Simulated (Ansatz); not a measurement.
# One shape, several levels: triplet AlClF2

Wanted: a comparison of 6 runs (U-r2SCAN/def2-SVPD, U-wB97X/def2-SVPD, UCAM-B3LYP/def2-SVPD, UPBE/def2-SVPD, USVWN5/def2-SVPD, UCCSD(T)/def2-SVPD) of triplet AlClF2. 

The calculation is run with Ansatz 0.2.0.

46 further runs of the same task are left out: 46 set aside as unsound or not needed.

## (1) The structure to begin with

The species is AlClF2 (4 atoms), meant as a triplet with charge 0. SMILES of the parent species: `[F][Al]([F])[Cl]`. The shape is that of a PBE0-D4/def2-TZVP optimisation. That shape belongs to the parent species and isn't relaxed for this state.

Bond lengths: F1–Al2 1.631 Å, Al2–F3 1.631 Å, Al2–Cl4 2.061 Å. Angles: F1–Al2–F3 119.0°, F1–Al2–Cl4 120.5°, F3–Al2–Cl4 120.5°.

## (2) The energy at U-r2SCAN/def2-SVPD (run 1)

The input, input.yaml:

```yaml
crystal:
  periodic: [false, false, false]
  atoms:
    - {symbol: F, position_ang: [0.997200, 0.721760, 1.149640]}
    - {symbol: Al, position_ang: [0.069280, -0.050750, 0.053570]}
    - {symbol: F, position_ang: [0.273490, -1.653820, -0.164660]}
    - {symbol: Cl, position_ang: [-1.339980, 0.982810, -1.038560]}
basis:
  gaussian:
    orbitals: def2-SVPD
magnetization:
  spin_polarized: true
  initial_magnetization: 2
hamiltonian:
  xc: {name: r2SCAN}
accuracy: high
output: {orbitals: {seedname: orbitals}}
```

Command:

```bash
ansatz run input.yaml --threads 1 --pin off --max-ram 3480MiB --events-out events.jsonl --progress --plain --runs-dir runs
```

What it wrote:

```text
Warning: RAYON_NUM_THREADS=1 ignored (pool sized by the plan → 1); use --threads N
Functional definition: r2SCAN
  name "r2SCAN"
  parameter k0 = 0.174
  parameter k1 = 0.065
  parameter a1 = 4.9479
  exchange = r2scan_x(k0 = k0, k1 = k1, a1 = a1)
  correlation = r2scan_c
1804 factors; integrals over basis functions are off by at most 3.3e-9 eV
mean field evaluation 1: about -24532.4885 eV, gradient 4.1e1 eV
mean field evaluation 2: about -24474.8354 eV, gradient 1.3e2 eV
mean field evaluation 4: about -24538.8733 eV, gradient 1.5e0 eV
mean field evaluation 8: about -24538.8857 eV, gradient 6.2e-1 eV
mean field evaluation 16: about -24538.8896 eV, gradient 6.2e-4 eV
mean field evaluation 32: about -24538.8896 eV, gradient 7.1e-8 eV
mean field evaluation 64: about -24537.0074 eV, gradient 6.5e0 eV
mean field evaluation 96: about -24538.3129 eV, gradient 1.0e0 eV
mean field -24538.88963164 eV, -901.7875609061 hartree, gradient 7.1e-8 eV, S^2 2.005266; 8 other end points of the search recorded, 0 dependent functions left out
reference -24538.88964274 eV, -901.7875613139 hartree; 25, 23 occupied and 72, 74 virtual orbitals, 1804 factors
Total energy: -24538.88964274 eV, -901.7875613139 hartree
```

Wall time 86 s (1 thread of Arm Neoverse V2, shared host); peak memory 0.46 GiB.

## (3) A single-point energy at U-wB97X/def2-SVPD (run 2)

The input, molecule.yaml:

```yaml
basis:
  gaussian:
    orbitals: def2-SVPD
crystal:
  periodic: [false, false, false]
  atoms:
    - {symbol: F, position_ang: [0.997200, 0.721760, 1.149640]}
    - {symbol: Al, position_ang: [0.069280, -0.050750, 0.053570]}
    - {symbol: F, position_ang: [0.273490, -1.653820, -0.164660]}
    - {symbol: Cl, position_ang: [-1.339980, 0.982810, -1.038560]}
magnetization:
  spin_polarized: true
  initial_magnetization: 2
hamiltonian:
  xc: {name: wB97X}
accuracy: high
output:
  orbitals: {seedname: orbitals}
```

Command:

```bash
ansatz run molecule.yaml --threads 1 --pin off --max-ram 3480MiB --events-out events.jsonl --progress --plain --runs-dir runs
```

What it wrote, shortened:

```text
Warning: RAYON_NUM_THREADS=1 ignored (pool sized by the plan → 1); use --threads N
Functional definition: wB97X
  name "wB97X"
[...]
      + exact_x_lr(omega)
[...]
      + integral(e_c_pw_opposite_spin*poly(b97_u_opposite, 1, cos1, cos2, cos3, cos4))
1804 factors; integrals over basis functions are off by at most 3.3e-9 eV
452 factors; integrals over basis functions are off by at most 1.5e-9 eV
[...]
mean field -24540.69082166 eV, -901.8537534185 hartree, gradient 4.1e-8 eV, S^2 2.004088; 6 other end points of the search recorded, 0 dependent functions left out
reference -24540.69082132 eV, -901.8537534057 hartree; 25, 23 occupied and 72, 74 virtual orbitals, 1804 factors
Total energy: -24540.69082132 eV, -901.8537534057 hartree
```

It took 87 s on 1 thread of Arm Neoverse V2, shared host; peak memory 0.87 GiB.

## (4) A single-point energy at UCAM-B3LYP/def2-SVPD (run 3)

The input, input.yaml:

```yaml
basis:
  gaussian: {orbitals: def2-SVPD}
crystal:
  periodic: [false, false, false]
  atoms:
    - {symbol: F, position_ang: [0.997200, 0.721760, 1.149640]}
    - {symbol: Al, position_ang: [0.069280, -0.050750, 0.053570]}
    - {symbol: F, position_ang: [0.273490, -1.653820, -0.164660]}
    - {symbol: Cl, position_ang: [-1.339980, 0.982810, -1.038560]}
hamiltonian: {xc: {name: CAM-B3LYP}}
accuracy: high
output: {orbitals: {seedname: orbitals}}
magnetization: {spin_polarized: true, initial_magnetization: 2}
```

Command:

```bash
ansatz run input.yaml --threads 1 --pin off --max-ram 3480MiB --events-out events.jsonl --progress --plain --runs-dir runs
```

What it wrote, shortened:

```text
Warning: RAYON_NUM_THREADS=1 ignored (pool sized by the plan → 1); use --threads N
Functional definition: CAM-B3LYP
  name "CAM-B3LYP"
[...]
1804 factors; integrals over basis functions are off by at most 3.3e-9 eV
503 factors; integrals over basis functions are off by at most 1.8e-9 eV
[...]
mean field -24541.70607218 eV, -901.8910631869 hartree, gradient 5.5e-8 eV, S^2 2.003904; 6 other end points of the search recorded, 0 dependent functions left out
reference -24541.70608792 eV, -901.8910637654 hartree; 25, 23 occupied and 72, 74 virtual orbitals, 1804 factors
Total energy: -24541.70608792 eV, -901.8910637654 hartree
```

Run time: 29 s. Hardware: 1 thread of Arm Neoverse V2, shared host; peak memory 0.54 GiB.

Runs 4 to 5 aren't shown in full; the table further down has their settings and results.

## (5) The energy at UCCSD(T)/def2-SVPD (run 6)

The input, in.yaml:

```yaml
crystal:
  periodic: [false, false, false]
  atoms:
    - {symbol: F, position_ang: [0.997200, 0.721760, 1.149640]}
    - {symbol: Al, position_ang: [0.069280, -0.050750, 0.053570]}
    - {symbol: F, position_ang: [0.273490, -1.653820, -0.164660]}
    - {symbol: Cl, position_ang: [-1.339980, 0.982810, -1.038560]}
basis:
  gaussian: {orbitals: def2-SVPD}
magnetization: {spin_polarized: true, initial_magnetization: 2}
correlation: {method: ccsd_t, frozen_orbitals: {Al: 5, Cl: 5, F: 1}}
accuracy: high
scf: {omitted_lower_state_checks: [cluster_reference, increment]}
```

Command:

```bash
ansatz run in.yaml --threads 1 --pin off --max-ram 3480MiB --events-out events.jsonl --progress --plain --runs-dir runs
```

What it wrote:

```text
Warning: RAYON_NUM_THREADS=1 ignored (pool sized by the plan → 1); use --threads N
[... 17 lines left out ...]
12 core orbitals not correlated: weight in the atoms' cores, before any rotation towards them, 1.000 or more for the frozen orbitals, at most 0.000 for the correlated occupied ones
[... 34 lines left out ...]
Total energy: -24504.21944289 eV, -900.5134549699 hartree
Checks for a lower state left out: cluster_reference, increment
```

Run time: 95 s. Hardware: 1 thread of Arm Neoverse V2, shared host; peak memory 1.1 GiB.

## (6) Overview of the runs

| run | level | frozen core orbitals | energy (Eh) | HOMO energy (eV) | ⟨S²⟩ | wall time |
| --- | --- | --- | --- | --- | --- | --- |
| 1 | U-r2SCAN/def2-SVPD | – | -901.787561 | -3.15 | 2.005 | 86 s |
| 2 | U-wB97X/def2-SVPD | – | -901.853753 | -5.41 | 2.004 | 87 s |
| 3 | UCAM-B3LYP/def2-SVPD | – | -901.891064 | -4.76 | 2.004 | 29 s |
| 4 | UPBE/def2-SVPD | – | -901.424684 | -3.16 | 2.003 | 23 s |
| 5 | USVWN5/def2-SVPD | – | -898.146169 | -3.24 | 2.001 | 12 s |
| 6 | UCCSD(T)/def2-SVPD | 12 | -900.513455 | – | 2.010 | 95 s |

## (7) Results

| quantity | value |
| --- | --- |
| run 6: total energy | -900.51345 Eh |
| run 6: correlation energy (12 core orbitals frozen) | -614.0 mEh |
| run 6: (T) correction | -14.04 mEh |
| run 6: ⟨S²⟩ of the reference determinant | 2.010 |
| run 6: T1 diagnostic | 0.019 |

**Reading.** Totals of different functionals can't be ranked against each other. All runs together took 5.5 min, the longest 95 s.
